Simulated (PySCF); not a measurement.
# ZrOH: relaxation and vibrations of the doublet

The task is one start of a wider search on ZrOH: the doublet, from a bent start. It is relaxed, tested by its Hessian and followed downhill if it is a saddle.

The runs use PySCF 2.14.0; PBE0, basis Zr def2-TZVP with ECP28, O def2-TZVP, H def2-TZVP, scalar-relativistic core potentials, no spin–orbit coupling, density fitting.

## Step 1: The starting structure

3 atoms, charge 0, spin multiplicity 2.

Bond lengths: Zr1–O2 1.840 Å, Zr1–H3 1.860 Å. Angles: O2–Zr1–H3 110.0°.

```xyz
3
charge 0 multiplicity 2
Zr    0.0000    0.0000    0.0000
O    -1.5072    0.0000    1.0554
H     1.5236    0.0000    1.0669
```

## Step 2: The SCF at the typed geometry

The steps below are one call of a driver around PySCF. For each, scf.py gives the equivalent set-up of the SCF; relaxations use the driver's own optimiser. After this first run the driver tries any further starts and a stability analysis.

scf.py

```python
from pyscf import gto, scf, dft
mol = gto.M(atom='''
Zr     0.000000     0.000000     0.000000
O     -1.507200     0.000000     1.055400
H      1.523600     0.000000     1.066900''',
    basis={'Zr': 'def2-TZVP', 'O': 'def2-TZVP', 'H': 'def2-TZVP'},
    ecp={'Zr': 'def2-TZVP'},
    charge=0, spin=1)
mf = dft.UKS(mol, xc='PBE0')
mf.grids.atom_grid = (50, 194)
aux = {'Zr': 'def2-universal-JKFIT', 'O': 'def2-universal-JKFIT', 'H': 'def2-universal-JKFIT'}
mf = mf.density_fit(auxbasis=aux)
mf.conv_tol = 1e-08
mf.diis_space = 10
mf.max_cycle = 60
mf.init_guess = 'minao'
mf.verbose = 4
mf.kernel()
```

Run with:

```bash
> OMP_NUM_THREADS=2 python axn.py task.json out
```

After this run come: Relaxing the doublet from the bent start; Hessian and properties.

Before running it: what results should come out? Wanted: minimum; geometry; wavenumbers; dipole moment; highest occupied, lowest empty level; polar-tensor charge of Zr1; zero-point energy; atomisation energy; ⟨S²⟩.

**Answer**, as computed:

| quantity | value |
| --- | --- |
| minimum | doublet, Cs |
| geometry | Zr–H 1.858 Å, Zr–O 1.720 Å; H–Zr–O 103.5° |
| wavenumbers (cm⁻¹) | 523 (a'), 995 (a'), 1648 (a') |
| dipole moment | 4.85 D |
| highest occupied, lowest empty level (either spin) | -5.17, -2.32 eV |
| polar-tensor charge of Zr1 | +1.27 e |
| zero-point energy | 18.9 kJ/mol |
| entropy at 298.15 K | 260.3 J/(mol K) |
| atomisation energy (no zero-point energy) | 1028 kJ/mol |
| ⟨S²⟩ | 0.754 |

In words: The molecule stays Cs, as typed, and the end point is a minimum. The strongest infrared band lies at 1648 cm⁻¹ (a', stretch). Most of the spin sits on Zr1 (Mulliken spin 1.08, against 1 for the whole molecule). The first SCF alone would have been 37 kJ/mol too high. Only this shape and spin were tried, so other structures or states may lie lower. One determinant may miss the lowest occupation of an open d or f shell.
